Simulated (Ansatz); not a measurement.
I need a single point from an input written key by key of C3H8B2, SMILES C=CBBC. Use the Ansatz DFT code, driven from Python. Settings: B3LYP, def2-SVP basis, multiplicity 1.

```xyz
13

C    -1.8566    0.2151    1.7486
C    -1.0439   -0.0535    0.7681
B     0.2251    0.8018    0.5170
B     1.4119    0.4265   -0.6779
C     1.1025   -0.8351   -1.6517
H    -1.7405    1.1270    2.3904
H    -2.7682   -0.3419    1.8848
H    -1.2004   -0.8915    0.1280
H     0.4875    1.7535    1.2584
H     2.3032    1.0864   -0.7926
H     1.0458   -1.7597   -1.0125
H     0.1666   -0.6888   -2.1700
H     1.8874   -0.8746   -2.3758
```

The script, `deck_c3h8b2.py`:
```python
'''Run C3H8B2 from an input written out key by key.'''

import ansatz as az

deck = {
    'crystal': {
        'periodic': [False, False, False],
        'atoms': [
            {'symbol': 'C', 'position_ang': [-1.8566, 0.2151, 1.7486]},
            {'symbol': 'C', 'position_ang': [-1.0439, -0.0535, 0.7681]},
            {'symbol': 'B', 'position_ang': [0.2251, 0.8018, 0.517]},
            {'symbol': 'B', 'position_ang': [1.4119, 0.4265, -0.6779]},
            {'symbol': 'C', 'position_ang': [1.1025, -0.8351, -1.6517]},
            {'symbol': 'H', 'position_ang': [-1.7405, 1.127, 2.3904]},
            {'symbol': 'H', 'position_ang': [-2.7682, -0.3419, 1.8848]},
            {'symbol': 'H', 'position_ang': [-1.2004, -0.8915, 0.128]},
            {'symbol': 'H', 'position_ang': [0.4875, 1.7535, 1.2584]},
            {'symbol': 'H', 'position_ang': [2.3032, 1.0864, -0.7926]},
            {'symbol': 'H', 'position_ang': [1.0458, -1.7597, -1.0125]},
            {'symbol': 'H', 'position_ang': [0.1666, -0.6888, -2.17]},
            {'symbol': 'H', 'position_ang': [1.8874, -0.8746, -2.3758]},
        ],
    },
    'basis': {'gaussian': {'orbitals': 'def2-SVP'}},
    'hamiltonian': {'xc': 'b3lyp'},
}
session = az.Session.from_dict(deck)
data = session.plan(threads=1).execute().report

print('reference energy %16.6f eV' % data['reference_energy_ev'])
print('total energy     %16.6f eV' % data['free_energy_ev'])
print('occupied orbitals outside the frozen core (up, down):', data['n_occupied'], ' frozen:', data['n_frozen'], ' virtual:', data['n_virtual'])
symbols = ['C', 'C', 'B', 'B', 'C', 'H', 'H', 'H', 'H', 'H', 'H', 'H', 'H']
```

```console
$ python deck_c3h8b2.py
reference energy     -4588.637292 eV
total energy         -4588.637292 eV
occupied orbitals outside the frozen core (up, down): [18, 18]  frozen: 0  virtual: [92, 92]
```

Caveats:
- Total energies depend on the basis set; only differences at equal settings carry meaning.
- The geometry is a force-field or estimated start, not a minimum of this method, and the basis set is short of its limit.
- b3lyp holds the VWN-RPA fit, as in Gaussian; the form of ORCA and Turbomole is b3lyp5.
- Timing: 1.8 s on 1 thread of INTEL(R) XEON(R) PLATINUM 8581C CPU @ 2.30GHz (Emerald Rapids), on a shared host, peak memory 0.22 GiB.
